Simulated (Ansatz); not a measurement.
# TiSb2: the cost of one run

Program: Ansatz 0.2.0. Level of theory: DFT r2SCAN, scalar-relativistic, plane waves, PAW. These are calculated values, not measurements.

1 further run of the same task is left out (set aside as unsound or not needed).

### 1 Starting point

The structure is tetragonal, space group I4/mcm (No. 140). Conventional cell: a = 6.694 Å, b = 6.694 Å, c = 5.807 Å, α = 90.00°, β = 90.00°, γ = 90.00°. Ti (site symmetry 422) is surrounded by 2 Ti at 2.90 Å and 8 Sb at 2.93 Å. Around Sb (site symmetry m2m) lie 1 Sb at 2.87 Å and 4 Ti at 2.93 Å.

Structure file:

```xyz
6
Lattice="-3.3468 3.3468 2.9033 3.3468 -3.3468 2.9033 3.3468 3.3468 -2.9033" Properties=species:S:1:pos:R:3 pbc="T T T"
Ti    0.0000    0.0000    1.4517
Ti    0.0000    0.0000    4.3550
Sb    1.0160    4.3628    0.0000
Sb    2.3308    1.0160    0.0000
Sb    2.3308   -1.0160    2.9033
Sb    1.0160    2.3308    2.9033
```

It is the result of an earlier relaxation at this level (volume 21.68 Å³/atom; gap on the mesh: none (metal)).

### 2 The cell scaled to 0.97 of its volume

File input.yaml:

```yaml
crystal:
  lattice:
    - [-3.312983562, 3.312983562, 2.8739741924]
    - [3.312983562, -3.312983562, 2.8739741924]
    - [3.312983562, 3.312983562, -2.8739741924]
  atoms:
    - { symbol: Ti, position: [0.25, 0.25, 0.0] }
    - { symbol: Ti, position: [0.75, 0.75, 0.0] }
    - { symbol: Sb, position: [0.651781098, 0.151781098, 0.8035621959] }
    - { symbol: Sb, position: [0.151781098, 0.348218902, 0.5] }
    - { symbol: Sb, position: [0.348218902, 0.848218902, 0.1964378041] }
    - { symbol: Sb, position: [0.848218902, 0.651781098, 0.5] }
basis:
  ecutwfc: 500
kpoints:
  mp_grid: { grid: [8, 8, 8] }
hamiltonian:
  xc: r2scan
scf:
  occupations: { method: gaussian, width: 0.1 }
output:
  forces: true
  stress: true
  eigenvalues: true
relax:
  adjacent_minimum: "off"
  f_tol: 0.01
  max_steps: 30
  cell: { stress_tol: 0.1, fix: [volume] }
```

Run with:

```
$ ansatz run input.yaml --threads 4 --pin off --max-ram 10240MiB --backend cpu --events-out ev --progress --plain --runs-dir out
```

What time and memory should one allow on 4 threads of Intel Xeon at 2.50GHz (Skylake/Cascade Lake), shared host?

About 2.6 min, with a peak of 1.1 GiB.
